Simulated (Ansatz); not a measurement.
**C6H15FO3Si: up Jacob's ladder to CCSD(T)**

An exercise on one series of results from a longer session: the logs are not shown, and one member is left open.

The runs use Ansatz 0.2.0, Gaussian basis; functionals in def2-TZVPP, the program's frozen cores in correlated methods.

Levels to be run: LDA (SPW92), PBE-D4, revPBE-D4, BLYP-D4, r2SCAN-D4, B97M-V, PBE0-D4, B3LYP-D4, r2SCANh-D4, r2SCAN0-D4, HSE06-D4, BHLYP-D4, CAM-B3LYP-D4, LC-ωPBE, ωB97X-V, ωB97M-V, B2PLYP, PBE-QIDH; CCSD(T)/def2-SVP; CCSD(T)/def2-TZVPP; MP2/def2-QZVPP; extrapolation to the limit; RPA on PBE.

### The relaxed structure

An earlier PBE0-D4 in a triple-zeta def2 set relaxation fixed the geometry.

SMILES `CCO[Si](F)(OCC)OCC`, 26 atoms, charge 0, spin multiplicity 1.

Atoms are counted from 1 here; the program's logs count them from 0.

Bond lengths: C1–C2 1.507 Å, C1–H12 1.093 Å, C1–H13 1.092 Å, C1–H14 1.092 Å, C2–O3 1.419 Å, C2–H15 1.096 Å, C2–H16 1.096 Å, O3–Si4 1.614 Å, Si4–F5 1.598 Å, Si4–O6 1.614 Å, Si4–O9 1.614 Å, O6–C7 1.420 Å, C7–C8 1.507 Å, C7–H17 1.096 Å, C7–H18 1.096 Å, C8–H19 1.093 Å, C8–H20 1.092 Å, C8–H21 1.092 Å and more. Angles: C2–C1–H12 110.3°, C2–C1–H13 110.5°, C2–C1–H14 110.6°, H12–C1–H13 108.5°, H12–C1–H14 108.5°, H13–C1–H14 108.4°, C1–C2–O3 109.1°, C1–C2–H15 110.6°, C1–C2–H16 110.5°, O3–C2–H15 109.3°, O3–C2–H16 109.6°, H15–C2–H16 107.7°, C2–O3–Si4 125.8°, O3–Si4–F5 108.8°, O3–Si4–O6 110.1°, O3–Si4–O9 110.2°, F5–Si4–O6 108.8°, F5–Si4–O9 108.8° and more.

Set-up of the first run:

in.yaml reads:

```yaml
crystal:
  periodic: [false, false, false]
  atoms:
    - {symbol: C, position_ang: [-2.422897, 1.600102, -2.575500]}
    - {symbol: C, position_ang: [-1.718734, 0.374617, -2.052280]}
    - {symbol: O, position_ang: [-1.103009, 0.686126, -0.811807]}
    - {symbol: Si, position_ang: [-0.273445, -0.342863, 0.114011]}
    - {symbol: F, position_ang: [-1.230257, -1.556204, 0.519643]}
    - {symbol: O, position_ang: [0.225127, 0.397168, 1.458775]}
    - {symbol: C, position_ang: [-0.615073, 1.000025, 2.431541]}
    - {symbol: C, position_ang: [0.235881, 1.542533, 3.550785]}
    - {symbol: O, position_ang: [0.990948, -0.928458, -0.700328]}
    - {symbol: C, position_ang: [1.919418, -1.884680, -0.211204]}
    - {symbol: C, position_ang: [2.920713, -2.198505, -1.292859]}
    - {symbol: H, position_ang: [-2.900739, 1.381850, -3.533469]}
    - {symbol: H, position_ang: [-1.713236, 2.417019, -2.720174]}
    - {symbol: H, position_ang: [-3.190635, 1.931452, -1.873407]}
    - {symbol: H, position_ang: [-0.954688, 0.037154, -2.761582]}
    - {symbol: H, position_ang: [-2.430930, -0.447143, -1.912775]}
    - {symbol: H, position_ang: [-1.193188, 1.804186, 1.962779]}
    - {symbol: H, position_ang: [-1.325160, 0.257749, 2.814479]}
    - {symbol: H, position_ang: [-0.392838, 2.015202, 4.309082]}
    - {symbol: H, position_ang: [0.939375, 2.286000, 3.171135]}
    - {symbol: H, position_ang: [0.805192, 0.740270, 4.024396]}
    - {symbol: H, position_ang: [1.385916, -2.792790, 0.092973]}
    - {symbol: H, position_ang: [2.422989, -1.480989, 0.674268]}
    - {symbol: H, position_ang: [2.420673, -2.609541, -2.172083]}
    - {symbol: H, position_ang: [3.647971, -2.930758, -0.934235]}
    - {symbol: H, position_ang: [3.456522, -1.295721, -1.592263]}
basis:
  gaussian: {orbitals: def2-TZVPP}
hamiltonian: {xc: lda}
output: {orbitals: {seedname: orbitals}}
```

Among the steps run: LDA; PBE-D4 (GGA); revPBE-D4 (GGA); BLYP-D4 (GGA); r2SCAN-D4 (meta-GGA); B97M-V (meta-GGA); PBE0-D4 (hybrid); B3LYP-D4 (hybrid); r2SCANh-D4 (hybrid); r2SCAN0-D4 (hybrid); HSE06-D4 (hybrid); BHLYP-D4 (hybrid); CAM-B3LYP-D4 (range-separated); LC-ωPBE (range-separated); ωB97X-V (range-separated); ωB97M-V (range-separated); B2PLYP (double hybrid); PBE-QIDH (double hybrid).

One of the session's tables, all rows but one given; the rest of the session is left out.

It belongs to the step «Orbital energies across the functionals». 

| functional | HOMO (eV) | LUMO (eV) | gap (eV) |
| --- | --- | --- | --- |
| LDA (SPW92) | -6.83 | 0.05 | 6.89 |
| PBE-D4 | -6.70 | 0.29 | 7.00 |
| revPBE-D4 | -6.64 | 0.41 | 7.06 |
| BLYP-D4 | -6.62 | 0.32 | 6.94 |
| r2SCAN-D4 | -7.04 | 0.94 | 7.98 |
| B97M-V | -7.18 | 0.47 | 7.65 |
| PBE0-D4 | -8.29 | 1.16 | 9.45 |
| B3LYP-D4 | -8.06 | 0.83 | 8.89 |
| r2SCANh-D4 | -7.63 | 1.23 | 8.86 |
| r2SCAN0-D4 | -8.53 | 1.62 | 10.14 |
| HSE06-D4 | ? | ? | ? |
| BHLYP-D4 | -9.84 | 1.78 | 11.63 |
| CAM-B3LYP-D4 | -9.77 | 1.93 | 11.70 |
| LC-ωPBE | -11.10 | 3.25 | 14.36 |
| ωB97X-V | -10.79 | 3.01 | 13.81 |
| ωB97M-V | -10.71 | 2.57 | 13.29 |

Q: Estimate the row for HSE06-D4 from the others.

As computed: HOMO (eV): -7.88; LUMO (eV): 0.79; gap (eV): 8.67. In the column «HOMO (eV)» it lies between B3LYP-D4 (-8.06) and r2SCANh-D4 (-7.63).
